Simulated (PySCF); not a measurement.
# One shape, several levels: C3H11AlO (SMILES C[Al-](C)(C)[OH2+])

Aim: a comparison of 6 runs (HF/STO-3G, HF/3-21G, B3LYP/6-31G*, M06-2X/cc-pVDZ, PBE0/def2-SVP, CCSD(T)/6-31G) of C3H11AlO. The job is set up through a Python script.

The calculation is run with PySCF 2.14.0.

## (1) The molecule

C3H11AlO: 16 atoms, total charge 0, spin state singlet. SMILES: `C[Al-](C)(C)[OH2+]`. The shape is that of a PBE0-D4/def2-TZVP optimisation. This is one conformer, not always the lowest.

Bond lengths: C1–Al2 1.979 Å, Al2–C3 1.979 Å, Al2–C4 1.966 Å, Al2–O5 2.056 Å, C1–H6 1.097 Å, C1–H7 1.096 Å, C1–H8 1.097 Å, C3–H9 1.097 Å, C3–H10 1.097 Å, C3–H11 1.096 Å, C4–H12 1.095 Å, C4–H13 1.096 Å, C4–H14 1.095 Å, O5–H15 0.964 Å, O5–H16 0.964 Å. Some angles: C1–Al2–C3 117.8°, C1–Al2–C4 117.9°, C1–Al2–O5 96.3°, C3–Al2–C4 118.0°, C3–Al2–O5 96.3°, C4–Al2–O5 102.6°, Al2–C1–H6 113.5°, Al2–C1–H7 110.5°, Al2–C1–H8 113.0°, Al2–C3–H9 113.0°.

## (2) Energy and forces at HF/STO-3G (run 1)

File geometry.xyz:

```xyz
16

C     -0.637980     0.723110    -1.712710
Al     0.085580    -0.140530    -0.085580
C      1.698930     0.654370     0.740480
C     -0.210750    -2.071140     0.142530
O     -1.268240     0.678630     1.227590
H     -0.585750     1.818080    -1.686750
H     -0.069050     0.414640    -2.597260
H     -1.679210     0.445600    -1.917720
H      1.843550     0.343900     1.782560
H      1.707300     1.750610     0.717030
H      2.601530     0.334090     0.207600
H     -0.016600    -2.405220     1.167190
H      0.454110    -2.651670    -0.507280
H     -1.233710    -2.369370    -0.110180
H     -0.808840     1.221910     1.877580
H     -1.880870     1.252980     0.754900
```

File job.py:

```python
# C[Al-](C)(C)[OH2+]
from pyscf import gto, scf

mol = gto.M(
    atom='geometry.xyz',
    max_memory=1860,
    spin=0,
    verbose=3,
    basis='sto-3g',
)

hf = scf.RHF(mol)
hf.conv_tol = 1e-10
hf.kernel()
if not hf.converged:
    hf = hf.newton().run(hf.mo_coeff, hf.mo_occ)

energy = hf.e_tot
print('E(%s) = %.9f' % ('HF', energy))
grad = hf.nuc_grad_method().kernel()
hf.analyze()
```

On the command line:

```
$ OMP_NUM_THREADS=1 python job.py
```

The program printed:

```text
converged SCF energy = -431.548537735203
E(HF) = -431.548537735
--------------- RHF gradients ---------------
         x                y                z
0 C    -0.0092154583     0.0101984050    -0.0127638722
1 Al     0.0092478905    -0.0070161788    -0.0089994068
2 C     0.0125910160     0.0095700684     0.0100898602
3 C    -0.0035668254    -0.0174732808     0.0029126618
4 O    -0.0287318035     0.0491844020     0.0286751784
5 H     0.0021492147     0.0104798320    -0.0003925177
6 H     0.0051623133    -0.0032174894    -0.0086679507
7 H    -0.0097119608    -0.0043674258    -0.0032668629
8 H     0.0026563918    -0.0047180584     0.0097432404
9 H     0.0007983820     0.0105174919    -0.0018419119
10 H     0.0088136827    -0.0033427954    -0.0047987460
11 H     0.0026283728    -0.0025994306     0.0094176682
12 H     0.0065158138    -0.0053573869    -0.0063617451
13 H    -0.0093529410    -0.0022533213    -0.0031540975
14 H    -0.0046071164    -0.0195175411    -0.0153931298
15 H     0.0146230277    -0.0200872908     0.0048016314
----------------------------------------------
**** MO energy ****
MO #1   energy= -57.7817092579772  occ= 2
MO #2   energy= -20.3952860511449  occ= 2
MO #3   energy= -10.9159492545078  occ= 2
MO #4   energy= -10.9159265531595  occ= 2
MO #5   energy= -10.9110968124243  occ= 2
MO #6   energy= -4.69959119406719  occ= 2
MO #7   energy= -2.929213181514    occ= 2
MO #8   energy= -2.92788747938865  occ= 2
MO #9   energy= -2.92786728663417  occ= 2
MO #10  energy= -1.39183025711872  occ= 2
MO #11  energy= -0.847186317971967 occ= 2
MO #12  energy= -0.83247423012319  occ= 2
MO #13  energy= -0.825256006939606 occ= 2
MO #14  energy= -0.7372947692964   occ= 2
MO #15  energy= -0.612239077929874 occ= 2
MO #16  energy= -0.538174776363765 occ= 2
MO #17  energy= -0.472222514281501 occ= 2
MO #18  energy= -0.467915676080512 occ= 2
MO #19  energy= -0.467571551422459 occ= 2
MO #20  energy= -0.459060113832528 occ= 2
MO #21  energy= -0.453875338835779 occ= 2
MO #22  energy= -0.453867559746763 occ= 2
MO #23  energy= -0.40640869440256  occ= 2
MO #24  energy= -0.298489254318308 occ= 2
MO #25  energy= -0.293304439990146 occ= 2
MO #26  energy= 0.427448743570779  occ= 0
MO #27  energy= 0.500625082664042  occ= 0
MO #28  energy= 0.553960175529494  occ= 0
MO #29  energy= 0.620308904440026  occ= 0
MO #30  energy= 0.653991123193441  occ= 0
MO #31  energy= 0.657701565277043  occ= 0
MO #32  energy= 0.749838120597225  occ= 0
MO #33  energy= 0.756481323814978  occ= 0
MO #34  energy= 0.767064516556814  occ= 0
MO #35  energy= 0.79054648648645   occ= 0
MO #36  energy= 0.799969309579732  occ= 0
MO #37  energy= 0.80245317296711   occ= 0
MO #38  energy= 0.805981127700391  occ= 0
MO #39  energy= 0.829823445329073  occ= 0
MO #40  energy= 0.831750940414901  occ= 0
 ** Mulliken atomic charges  **
charge of    0C =     -0.32559
charge of    1Al =      0.76397
charge of    2C =     -0.32562
charge of    3C =     -0.31467
charge of    4O =     -0.19099
charge of    5H =     -0.00573
charge of    6H =      0.00558
charge of    7H =     -0.00298
charge of    8H =     -0.00302
charge of    9H =     -0.00571
charge of   10H =      0.00559
charge of   11H =      0.00115
charge of   12H =      0.00373
charge of   13H =      0.00114
charge of   14H =      0.19657
charge of   15H =      0.19656
Dipole moment(X, Y, Z, Debye): -2.28577,  2.87454,  2.25806
```

Wall time 4.2 s (1 thread of Intel Xeon at 2.70GHz, shared host); peak memory 0.12 GiB.

## (3) Energy and gradient at HF/3-21G (run 2)

File job.py:

```python
import pyscf.grad
from pyscf import gto

mol = gto.M(
    atom='''
C   -0.637980   0.723110  -1.712710
Al   0.085580  -0.140530  -0.085580
C    1.698930   0.654370   0.740480
C   -0.210750  -2.071140   0.142530
O   -1.268240   0.678630   1.227590
H   -0.585750   1.818080  -1.686750
H   -0.069050   0.414640  -2.597260
H   -1.679210   0.445600  -1.917720
H    1.843550   0.343900   1.782560
H    1.707300   1.750610   0.717030
H    2.601530   0.334090   0.207600
H   -0.016600  -2.405220   1.167190
H    0.454110  -2.651670  -0.507280
H   -1.233710  -2.369370  -0.110180
H   -0.808840   1.221910   1.877580
H   -1.880870   1.252980   0.754900
''',
    basis='3-21g',
    max_memory=1860,
    verbose=4,
    spin=0,
)

mf = mol.RHF()
mf.conv_tol = 1e-10
mf.kernel()
if not mf.converged:
    mf = mf.newton().run(mf.mo_coeff, mf.mo_occ)

energy = mf.e_tot
print('Final energy', energy)
grad = mf.Gradients().kernel()
mf.analyze()
```

On the command line:

```
$ OMP_NUM_THREADS=1 python job.py
```

The program printed:

```text
PySCF version 2.14.0

[... 71 lines left out ...]
Final energy -434.44666302117525
[... 20 lines left out ...]
MO #1   energy= -58.0180774883348  occ= 2
[... 6 lines left out ...]
MO #8   energy= -3.11475004140247  occ= 2
[... 6 lines left out ...]
MO #15  energy= -0.686598970537369 occ= 2
[... 6 lines left out ...]
MO #22  energy= -0.494352591010971 occ= 2
[... 6 lines left out ...]
MO #29  energy= 0.235607422189679  occ= 0
[... 6 lines left out ...]
MO #36  energy= 0.375838990472117  occ= 0
[... 6 lines left out ...]
MO #43  energy= 0.598419245719747  occ= 0
[... 6 lines left out ...]
MO #50  energy= 1.13638449576341   occ= 0
[... 6 lines left out ...]
MO #57  energy= 1.37173436741526   occ= 0
[... 6 lines left out ...]
MO #64  energy= 1.49625081319532   occ= 0
[... 6 lines left out ...]
MO #71  energy= 3.14628132823139   occ= 0
[... 51 lines left out ...]
pop of  5 H 1s            0.92032
pop of  5 H 2s            0.00617
pop of  6 H 1s            0.89877
pop of  6 H 2s            0.00657
pop of  7 H 1s            0.91494
pop of  7 H 2s            0.00626
pop of  8 H 1s            0.91500
pop of  8 H 2s            0.00626
pop of  9 H 1s            0.92028
pop of  9 H 2s            0.00618
pop of  10 H 1s           0.89875
pop of  10 H 2s           0.00658
pop of  11 H 1s           0.90933
pop of  11 H 2s           0.00657
pop of  12 H 1s           0.90797
pop of  12 H 2s           0.00637
pop of  13 H 1s           0.90934
pop of  13 H 2s           0.00657
pop of  14 H 1s           0.64391
pop of  14 H 2s           0.01130
pop of  15 H 1s           0.64392
pop of  15 H 2s           0.01131
 ** Mulliken atomic charges  **
charge of    0C =     -0.61847
charge of    1Al =      0.88522
charge of    2C =     -0.61849
charge of    3C =     -0.60766
charge of    4O =     -0.47793
charge of    5H =      0.07351
charge of    6H =      0.09465
charge of    7H =      0.07879
charge of    8H =      0.07874
charge of    9H =      0.07354
charge of   10H =      0.09468
charge of   11H =      0.08410
charge of   12H =      0.08566
charge of   13H =      0.08410
charge of   14H =      0.34479
charge of   15H =      0.34477
Dipole moment(X, Y, Z, Debye): -2.19988,  3.30327,  2.18834
```

Run time: 4.8 s. Hardware: 1 thread of Intel Xeon at 2.70GHz, shared host; peak memory 0.14 GiB.

Runs 3 to 4 aren't shown in full; the table further down has their settings and results.

## (4) Energy and forces at PBE0/def2-SVP (run 5)

File input.py:

```python
import pyscf.grad
from pyscf import gto, dft

mol = gto.M(
    atom='''
C     -1.205607     1.366480    -3.236553
Al     0.161723    -0.265563    -0.161723
C      3.210512     1.236580     1.399304
C     -0.398260    -3.913887     0.269343
O     -2.396626     1.282425     2.319809
H     -1.106907     3.435673    -3.187496
H     -0.130486     0.783556    -4.908110
H     -3.173247     0.842062    -3.623966
H      3.483805     0.649877     3.368550
H      3.226329     3.308173     1.354990
H      4.916179     0.631339     0.392307
H     -0.031369    -4.545207     2.205669
H      0.858144    -5.010930    -0.958620
H     -2.331374    -4.477460    -0.208210
H     -1.528486     2.309075     3.548112
H     -3.554329     2.367789     1.426554
''',
    unit='bohr',
    max_memory=1860,
    verbose=4,
    basis='def2-svp',
)

mf = dft.RKS(mol)
mf.xc = 'pbe0'
mf.grids.level = 5
mf.conv_tol = 1e-10
mf.kernel()
if not mf.converged:
    mf = mf.newton().run(mf.mo_coeff, mf.mo_occ)

energy = mf.e_tot
print('E(%s) = %.9f' % ('PBE0', energy))
grad = mf.Gradients().kernel()
dip = mf.dip_moment()
pop, q = mf.mulliken_pop()
```

On the command line:

```
$ OMP_NUM_THREADS=1 python input.py
```

The program printed:

```text
PySCF version 2.14.0

[... 83 lines left out ...]
converged SCF energy = -438.060855675703
[... 13 lines left out ...]
Dipole moment(X, Y, Z, Debye): -2.13756,  2.81993,  2.11556
[... 107 lines left out ...]
pop of  11 H 2px          0.00558
pop of  11 H 2py          0.00788
pop of  11 H 2pz          0.01280
pop of  12 H 1s           0.72641
pop of  12 H 2s           0.19983
pop of  12 H 2px          0.00874
pop of  12 H 2py          0.00933
pop of  12 H 2pz          0.00854
pop of  13 H 1s           0.72951
pop of  13 H 2s           0.19902
pop of  13 H 2px          0.01274
pop of  13 H 2py          0.00776
pop of  13 H 2pz          0.00575
pop of  14 H 1s           0.66273
pop of  14 H 2s           0.04938
pop of  14 H 2px          0.02287
pop of  14 H 2py          0.02134
pop of  14 H 2pz          0.02762
pop of  15 H 1s           0.66277
pop of  15 H 2s           0.04934
pop of  15 H 2px          0.02648
pop of  15 H 2py          0.02217
pop of  15 H 2pz          0.02318
 ** Mulliken atomic charges  **
charge of    0C =     -0.46032
charge of    1Al =      0.73073
charge of    2C =     -0.46046
charge of    3C =     -0.42397
charge of    4O =     -0.22578
charge of    5H =      0.03762
charge of    6H =      0.05678
charge of    7H =      0.04062
charge of    8H =      0.04055
charge of    9H =      0.03771
charge of   10H =      0.05681
charge of   11H =      0.04522
charge of   12H =      0.04715
charge of   13H =      0.04521
charge of   14H =      0.21606
charge of   15H =      0.21606
```

It took 1.8 min on 1 thread of Intel Xeon at 2.70GHz, shared host; peak memory 1.4 GiB.

## (5) The energy at CCSD(T)/6-31G (run 6)

geometry.xyz is that of step 2.

File job.py:

```python
from pyscf import gto, cc

mol = gto.M(
    atom='geometry.xyz',
    verbose=3,
    max_memory=1860,
    charge=0,
    basis='6-31g',
)

mf = mol.RHF()
mf.conv_tol = 1e-10
mf.kernel()
if not mf.converged:
    mf = mf.newton().run(mf.mo_coeff, mf.mo_occ)

mycc = cc.CCSD(mf, frozen=9)
mycc.kernel()
e_t = mycc.ccsd_t()
e_final = mycc.e_tot + e_t
print(f'total energy: {e_final:.8f} hartree')
mf.analyze()
```

On the command line:

```
$ OMP_NUM_THREADS=1 python job.py
```

The program printed:

```text
converged SCF energy = -436.715456591702
E(CCSD) = -437.2123488340419  E_corr = -0.496892242340008
CCSD(T) correction = -0.00893634278563054
total energy: -437.22128518 hartree
**** MO energy ****
MO #1   energy= -58.42057106438    occ= 2
MO #2   energy= -20.660834122151   occ= 2
MO #3   energy= -11.1669876145776  occ= 2
MO #4   energy= -11.1669666573796  occ= 2
MO #5   energy= -11.1545488553502  occ= 2
MO #6   energy= -4.84585076275722  occ= 2
MO #7   energy= -3.16049251091722  occ= 2
MO #8   energy= -3.15860256869517  occ= 2
MO #9   energy= -3.15846637303253  occ= 2
MO #10  energy= -1.45556363345571  occ= 2
MO #11  energy= -0.906970696970218 occ= 2
MO #12  energy= -0.893417495317889 occ= 2
MO #13  energy= -0.882152760031871 occ= 2
MO #14  energy= -0.80966719113849  occ= 2
MO #15  energy= -0.69508036400389  occ= 2
MO #16  energy= -0.620999824588224 occ= 2
MO #17  energy= -0.521638077455308 occ= 2
MO #18  energy= -0.517797779692951 occ= 2
MO #19  energy= -0.515627133447179 occ= 2
MO #20  energy= -0.50823455712114  occ= 2
MO #21  energy= -0.498113371673537 occ= 2
MO #22  energy= -0.497098726643511 occ= 2
MO #23  energy= -0.4683811213005   occ= 2
MO #24  energy= -0.369386421455281 occ= 2
MO #25  energy= -0.360932027818075 occ= 2
MO #26  energy= 0.12958740708586   occ= 0
MO #27  energy= 0.166263158806536  occ= 0
MO #28  energy= 0.195554140721907  occ= 0
MO #29  energy= 0.202183148940647  occ= 0
MO #30  energy= 0.253082161395414  occ= 0
MO #31  energy= 0.263124667014866  occ= 0
MO #32  energy= 0.301157734054897  occ= 0
MO #33  energy= 0.30424081711916   occ= 0
MO #34  energy= 0.310936393919661  occ= 0
MO #35  energy= 0.337944500635814  occ= 0
MO #36  energy= 0.345229555085883  occ= 0
MO #37  energy= 0.36541619707937   occ= 0
MO #38  energy= 0.385167560296396  occ= 0
MO #39  energy= 0.390729161578502  occ= 0
MO #40  energy= 0.406140155839601  occ= 0
MO #41  energy= 0.469025790098791  occ= 0
MO #42  energy= 0.496406454811067  occ= 0
MO #43  energy= 0.555574489247058  occ= 0
MO #44  energy= 0.556369864900689  occ= 0
MO #45  energy= 0.775928590369338  occ= 0
MO #46  energy= 0.779973802258239  occ= 0
MO #47  energy= 0.912308503771993  occ= 0
MO #48  energy= 0.916132531530081  occ= 0
MO #49  energy= 0.91663133707874   occ= 0
MO #50  energy= 0.952909748104282  occ= 0
MO #51  energy= 0.958565378852975  occ= 0
MO #52  energy= 0.977075254826671  occ= 0
MO #53  energy= 0.992452202271149  occ= 0
MO #54  energy= 1.12334306890085   occ= 0
MO #55  energy= 1.14881758060861   occ= 0
MO #56  energy= 1.21385708725871   occ= 0
MO #57  energy= 1.23662616067156   occ= 0
MO #58  energy= 1.24311479364712   occ= 0
MO #59  energy= 1.25160541601128   occ= 0
MO #60  energy= 1.25580883731874   occ= 0
MO #61  energy= 1.2666545456582    occ= 0
MO #62  energy= 1.27568563951859   occ= 0
MO #63  energy= 1.31075759940091   occ= 0
MO #64  energy= 1.31321032050704   occ= 0
MO #65  energy= 1.35946355929471   occ= 0
MO #66  energy= 1.36732437646791   occ= 0
MO #67  energy= 1.3842712947928    occ= 0
MO #68  energy= 1.45823543179771   occ= 0
MO #69  energy= 1.46032354062656   occ= 0
MO #70  energy= 1.49237989234304   occ= 0
MO #71  energy= 1.80719785010596   occ= 0
 ** Mulliken atomic charges  **
charge of    0C =     -0.64247
charge of    1Al =      0.89137
charge of    2C =     -0.64250
charge of    3C =     -0.63023
charge of    4O =     -0.55185
charge of    5H =      0.08360
charge of    6H =      0.10521
charge of    7H =      0.08907
charge of    8H =      0.08902
charge of    9H =      0.08364
charge of   10H =      0.10524
charge of   11H =      0.09450
charge of   12H =      0.09546
charge of   13H =      0.09449
charge of   14H =      0.36773
charge of   15H =      0.36772
Dipole moment(X, Y, Z, Debye): -2.04473,  3.28468,  2.03994
```

Run time: 17 s. Hardware: 1 thread of Intel Xeon at 2.70GHz, shared host; peak memory 0.29 GiB.

## (6) The series

| run | level | Cartesian functions | integration grid | energy (Eh) | dipole moment (D) of the reference | HOMO energy (eV) | LUMO energy (eV) | wall time |
| --- | --- | --- | --- | --- | --- | --- | --- | --- |
| 1 | HF/STO-3G | no | – | -431.548538 | 4.31 | -7.98 | 11.63 | 4.2 s |
| 2 | HF/3-21G | no | – | -434.446663 | 4.53 | -9.77 | 4.42 | 4.8 s |
| 3 | B3LYP/6-31G* (Cartesian functions) | yes | 5 | -438.627911 | 4.12 | -6.34 | 0.01 | 99 s |
| 4 | M06-2X/cc-pVDZ | no | 5 | -438.512285 | 4.05 | -7.92 | 0.96 | 2.5 min |
| 5 | PBE0/def2-SVP | no | 5 | -438.060856 | 4.12 | -6.79 | 0.21 | 1.8 min |
| 6 | CCSD(T)/6-31G | no | – | -437.221285 | 4.37 | -9.82 | 3.53 | 17 s |

## (7) What came out

| quantity | value |
| --- | --- |
| run 6: total energy | -437.22129 Eh |
| run 6: dipole moment (Hartree–Fock density) | 4.37 D |
| run 6: HOMO energy (Hartree–Fock orbitals) | -9.82 eV |
| run 6: LUMO energy (Hartree–Fock orbitals) | 3.53 eV |
| run 6: HOMO–LUMO gap (Hartree–Fock orbitals) | 13.35 eV |
| run 6: correlation energy (9 core orbitals frozen) | -505.8 mEh |
| run 6: (T) correction | -8.94 mEh |
| run 6: T1 diagnostic | 0.008 |

What this shows: Over runs 1, 2, 3, 4, 5 the dipole moment (its size) runs from 4.05 D (M06-2X/cc-pVDZ) to 4.53 D (HF/3-21G). The two ends differ in method and basis. Over runs 1, 2, 3, 4, 5 the HOMO–LUMO gap runs from 6.34 eV (B3LYP/6-31G*) to 19.61 eV (HF/STO-3G). Totals of different functionals can't be ranked against each other. In run 1 the basis is minimal, so the values are rough. All runs together took 6.5 min, the longest 2.5 min.
